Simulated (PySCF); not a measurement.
# C₆H₄BFS₂− (doublet): open-shell or spin-flip excitations

Computed with PySCF 2.14.0 and routines of our own; the level stands in each step. Atoms count from 0.

### 1 The system as given

14 atoms, charge -1, multiplicity 2; geometry from: GFN2-xTB.

### 2 Open-shell or spin-flip excitations: unrestricted TDA CAM-B3LYP/def2-SVP in tetrahydrofuran

Job settings and geometry (Å):

```
{"job": {"kind": "uabs", "xc": "CAM-B3LYP", "basis": "def2-SVP", "nstates": 10, "tda": true, "solvent": "tetrahydrofuran", "pol": false}, "charge": -1, "multiplicity": 2}
F      3.891365    -0.831933    -0.487557
B      3.105581    -0.197757     0.446041
C      1.640213    -0.101308     0.239867
C      0.835310    -0.574606    -0.817292
C     -0.500636    -0.294833    -0.659982
S     -1.943606    -0.612812    -1.603233
C     -2.932696     0.200050    -0.400517
C     -2.195953     0.680147     0.652885
C     -0.840175     0.406958     0.512556
S      0.597589     0.724697     1.453037
H      3.699184     0.234243     1.374567
H      1.264709    -1.101130    -1.652238
H     -3.990346     0.259218    -0.565328
H     -2.631217     1.208595     1.485027
```

Level: unrestricted TDA CAM-B3LYP/def2-SVP, vertical, IEF-PCM tetrahydrofuran (non-equilibrium linear response), core orbitals frozen in the response.

Started as:

```sh
OMP_NUM_THREADS=1 python excited_run.py task.json out
```

This one command runs all jobs of the session in turn.

Q: Estimate the wall time and peak memory of this first job on 1 thread of Intel Xeon at 2.50GHz, shared host.

About 2.5 min, with a peak of 0.77 GiB.
